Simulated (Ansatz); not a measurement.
This was printed by a script on the Ansatz DFT code, driven from Python, for a ladder of methods at one geometry of CH4FISi, SMILES FC([SiH3])I. What did the script look like? Level of theory (for the species named): r2scan0, def2-SVP basis, multiplicity 1. The script varies functional: r2scan0, lda, lc_wpbe, pbe, pbe0.

```yaml
atoms:
  - { symbol: F, position_ang: [0.1400, -0.5131, -1.8444] }
  - { symbol: C, position_ang: [-0.2541, 0.3636, -0.8338] }
  - { symbol: Si, position_ang: [0.3787, -0.2956, 0.7407] }
  - { symbol: I, position_ang: [-2.2817, 0.4521, -0.7347] }
  - { symbol: H, position_ang: [0.1727, 1.3422, -1.0796] }
  - { symbol: H, position_ang: [0.0766, 0.6126, 1.8972] }
  - { symbol: H, position_ang: [1.9244, -0.3792, 0.7258] }
  - { symbol: H, position_ang: [-0.0645, -1.6397, 1.0731] }
```

```console
$ python methods_ch4fisi.py
functional    E (Ha)        dipole (D)   HOMO (eV)  LUMO (eV)
r2scan0       -727.281728     1.237      -7.793     -0.682
lda           -724.706577     1.072      -6.469     -1.822
lc_wpbe       -727.173469     1.204     -10.194      1.544
pbe           -726.991302     1.025      -6.350     -1.630
pbe0          -727.053724     1.176      -7.579     -0.763
```

The script that was run (others could print the same):

`methods_ch4fisi.py`
```python
"""CH4FISi at several levels of theory."""

from pathlib import Path
import warnings

import ansatz
from ase import Atoms
import numpy as np


def main() -> None:
    warnings.simplefilter("ignore", ansatz.DeckWarning)

    atoms = Atoms(["F", "C", "Si", "I", "H", "H", "H", "H"], positions=[
        (0.14, -0.5131, -1.8444),
        (-0.2541, 0.3636, -0.8338),
        (0.3787, -0.2956, 0.7407),
        (-2.2817, 0.4521, -0.7347),
        (0.1727, 1.3422, -1.0796),
        (0.0766, 0.6126, 1.8972),
        (1.9244, -0.3792, 0.7258),
        (-0.0645, -1.6397, 1.0731),
    ])
    ch4fisi = ansatz.Crystal.molecule_from_ase(atoms)

    calculation = ch4fisi.calculation().basis(gaussian="def2-SVP")

    print("functional    E (Ha)        dipole (D)   HOMO (eV)  LUMO (eV)")
    for name in ["r2scan0", "lda", "lc_wpbe", "pbe", "pbe0"]:
        r = calculation.functional(name).forces().orbitals().run(threads=1, backend="cpu", runs_dir="runs").report
        lines = Path(r["orbitals_path"]).read_text().splitlines()
        field_of = lambda key: [line.split("=")[1].strip() for line in lines if line.startswith(key)]
        orbitals = [(27.211386 * float(e), s, float(n)) for e, s, n in zip(field_of("Ene="), field_of("Spin="), field_of("Occup="))]
        homo = max(e for e, _, n in orbitals if n > 0.5)
        lumo = min(e for e, _, n in orbitals if n < 0.5)
        dipole = 4.803205 * np.linalg.norm(r["charge_distribution"]["dipole_moment_e_ang"])
        print(f"{name:10s} {r['free_energy_ev'] / 27.211386246:14.6f} {dipole:9.3f} {homo:11.3f} {lumo:10.3f}")


if __name__ == "__main__":
    main()
```

What to keep in mind:
- Total energies depend on the basis set; only differences at equal settings carry meaning.
- The geometry is a force-field or estimated start, not a minimum of this method, and the basis set is short of its limit. A lower total doesn't mark the better method: functionals have no common bound, and MP2 and coupled cluster aren't variational.
- def2 sets replace the cores of elements past krypton by effective core potentials.
- Levels such as HOMO and LUMO are orbital energies: with these approximate functionals they aren't the ionisation energy and electron affinity, and their gap isn't the fundamental gap.
- It ran for 18 s on 1 thread of Arm Neoverse V2 (shared host), peak memory 0.28 GiB.
